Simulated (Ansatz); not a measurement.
**K+ with Cl₂: structure and interaction energy**

The task here is to estimate one member of a computed series from the others.

Program: Ansatz 0.2.0, Gaussian basis. Level of theory: PBE0-D4 structure, single points in def2-TZVPPD. These are calculated values, not measurements.

Levels: PBE-D4, revPBE-D4, BLYP-D4, r2SCAN-D4, B97M-V, PBE0-D4, B3LYP-D4, HSE06-D4, wB97X-V, wB97M-V, B2PLYP, Hartree-Fock, MP2, CCSD, CCSD(T). The reference is CCSD(T) extrapolated to the basis limit. For elements past Ar these valence bases correlate outer-core shells poorly and lack relativity, so that limit is rough.

Correlated methods freeze the cores. The outer core shell of Li, Na, Mg and K is correlated. B3LYP uses VWN-RPA correlation. B2PLYP carries no dispersion term here.

164 further runs of the same task are left out: 1 that didn't finish, 163 set aside as unsound or not needed.

## Starting geometry

The pair, from a GFN2-xTB docking trial: 3 atoms, charge 1, spin multiplicity 1.

Atoms are counted from 1 here; the program's logs count them from 0.

Bond lengths: K1–Cl2 3.070 Å, K1–Cl3 3.064 Å, Cl2–Cl3 2.005 Å. Angles: Cl2–K1–Cl3 38.2°, K1–Cl2–Cl3 70.8°, K1–Cl3–Cl2 71.1°.

Coordinates:

| atom | x (Å) | y (Å) | z (Å) |
| --- | --- | --- | --- |
| K1 | 0.0019 | 0.0058 | -1.9321 |
| Cl2 | -0.3202 | -0.9533 | 0.9660 |
| Cl3 | 0.3183 | 0.9475 | 0.9661 |

Atoms 1 to 1 are fragment A (K+), the rest fragment B (Cl₂).

The first run:

pre/in.yaml

```yaml
crystal:
  periodic: [false, false, false]
  atoms:
    - {symbol: K, position_ang: [0.001900, 0.005800, -1.932100]}
    - {symbol: Cl, position_ang: [-0.320200, -0.953300, 0.966000]}
    - {symbol: Cl, position_ang: [0.318300, 0.947500, 0.966100]}
basis:
  gaussian: {orbitals: def2-SVP}
total_charge: 1
hamiltonian: {xc: pbe, dispersion: d4}
relax: {f_tol: 0.03, max_steps: 250}
```

The run is started by

```console
$ ansatz run in.yaml --threads 2 --pin off --events-out ev --progress --plain --max-ram 5222MiB
```

Steps of the session up to this table: A first relaxation in a small basis; Relaxation at PBE0-D4; wB97X-V/def2-TZVPPD; wB97M-V/def2-TZVPPD; B2PLYP/def2-TZVPPD; B97M-V/def2-TZVPPD; CCSD(T)/def2-TZVPPD; MP2/def2-QZVPPD; Hartree-Fock/STO-3G; SPW92/def2-SVP; wB97M-V/def2-SVP; CCSD(T)/def2-SVP; Vibrations of the pair.

One table of the session follows, with a row left open; its other results are not shown here.

```
      method  interaction (kcal/mol)
      PBE-D4                   -6.68
   revPBE-D4                   -5.92
     BLYP-D4                   -6.34
   r2SCAN-D4                   -6.30
      B97M-V                   -6.40
     PBE0-D4                   -6.38
    B3LYP-D4                   -6.40
    HSE06-D4                   -6.40
     wB97X-V                   -6.32
     wB97M-V                   -6.44
      B2PLYP                   -5.61
Hartree-Fock                   -4.16
         MP2                       ?
        CCSD                   -5.32
     CCSD(T)                   -5.48
 CCSD(T)/CBS                   -6.59
```

Q: Estimate the row for MP2 from the others.

As computed: interaction (kcal/mol): -5.81. In the column «interaction (kcal/mol)» it lies between revPBE-D4 (-5.92) and B2PLYP (-5.61).

Among the levels timed on like hardware and quicker than the yardstick, those that no quicker one beats, quickest first: PBE-D4 (3.5 s, -0.09 kcal/mol).

PBE-D4 reaches 0.09 kcal/mol from the reference in 3.5 s, where CCSD(T)/CBS took 20 s.

Limits of these values: A lower arrangement may exist.
